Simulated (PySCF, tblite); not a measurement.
# C4H8OSi2: geometry, infrared bands and NMR shifts

Aim: predict the infrared bands and NMR shifts of C4H8OSi2 (`C=C[Si@H]1C[SiH2]C1=O`).

The runs use tblite 0.8.0 and PySCF 2.14.0, with density-fitted response routines of our own; the level of theory stands in each step. All values are computed, except where a source is named. Atoms are numbered from 0 throughout.

## Step 1: The starting structure

15 atoms, charge 0, multiplicity 1; geometry from: force field or distance geometry start.

Bonds of the start (Å): C0–C1 1.34, C1–Si2 1.81, Si2–C3 1.93, C3–Si4 1.93, Si4–C5 1.79, C5–O6 1.21, C5–Si2 1.80, C0–H7 1.08, C0–H8 1.09, C1–H9 1.10, Si2–H10 1.48, C3–H11 1.08, C3–H12 1.09, Si4–H13 1.48, Si4–H14 1.50.

## Step 2: Geometry optimisation with GFN2-xTB

The job: settings as JSON, then the geometry in Å.

```
{"job": {"kind": "relax", "xc": "GFN2-xTB", "basis": "xTB"}, "charge": 0, "multiplicity": 1}
C      2.566600    -0.816700    -0.589500
C      1.758900    -0.476100     0.427400
Si     0.327300     0.631400     0.382100
C     -0.874800     0.247400    -1.082400
Si    -2.289500     0.164500     0.226500
C     -1.043700     0.285500     1.500400
O     -1.088000     0.168600     2.706900
H      3.403800    -1.483300    -0.433300
H      2.415100    -0.437900    -1.595300
H      1.961400    -0.890200     1.428000
H      0.731500     2.058700     0.324400
H     -0.976200     1.041500    -1.802400
H     -0.685200    -0.716700    -1.549900
H     -3.022200    -1.121600     0.121200
H     -3.189600     1.352800     0.086800
```

Run with:

```console
> OMP_NUM_THREADS=1 python probes_run.py task.json out
```

One launch serves the whole session: the jobs run in the order shown.

**Question.** This job is followed by: GFN2-xTB harmonic vibrations, gas phase; GIAO PBE0/pcSseg-1 NMR shielding, non-relativistic, gas phase. What will the session give for the following? strongest single infrared mode (GFN2-xTB); zero-point energy (GFN2-xTB); 13C shifts against TMS (PBE0/pcSseg-1); 1H shifts against TMS (PBE0/pcSseg-1); 29Si shifts against TMS (PBE0/pcSseg-1); 17O shifts against H2O (PBE0/pcSseg-1); surface potential, 1st and 99th percentile.

**Answer**, as computed:

```
                                 quantity                                               value
strongest single infrared mode (GFN2-xTB)                               2260 cm⁻¹, 489 km/mol
             zero-point energy (GFN2-xTB)                                       63.0 kcal/mol
   13C shifts against TMS (PBE0/pcSseg-1)                       316.4, 143.9, 137.1, -9.9 ppm
    1H shifts against TMS (PBE0/pcSseg-1)  6.68, 6.40, 6.22, 5.36, 4.97, 4.93, 1.11, 1.03 ppm
  29Si shifts against TMS (PBE0/pcSseg-1)                                     -9.0, -35.0 ppm
   17O shifts against H2O (PBE0/pcSseg-1)                                          1247.6 ppm
    surface potential, 1st and 99th percentile                                  -1.54 V and 1.24 V
```

What this shows: Relaxing lowered the energy by 0.771 eV in 120 steps; the close pair that moved most is Si4–C5, from 1.786 to 1.958 Å. No mode is imaginary among the 39: a minimum at this level. The strongest single mode, at 2260 cm⁻¹, moves mainly H13. GFN2-xTB is a fitted tight-binding method: band positions and strengths are rough. Its intensities can rank the bands wrongly. At PBE0/pcSseg-1: The largest span, 2757 ppm, is at O6, where the paramagnetic term is -1309 ppm. At PBE0/pcSseg-1, counted by nearest atom on the grid, the HOMO lies on O6 38 %; C5 20 %, the LUMO on C5 40 %; O6 27 %.
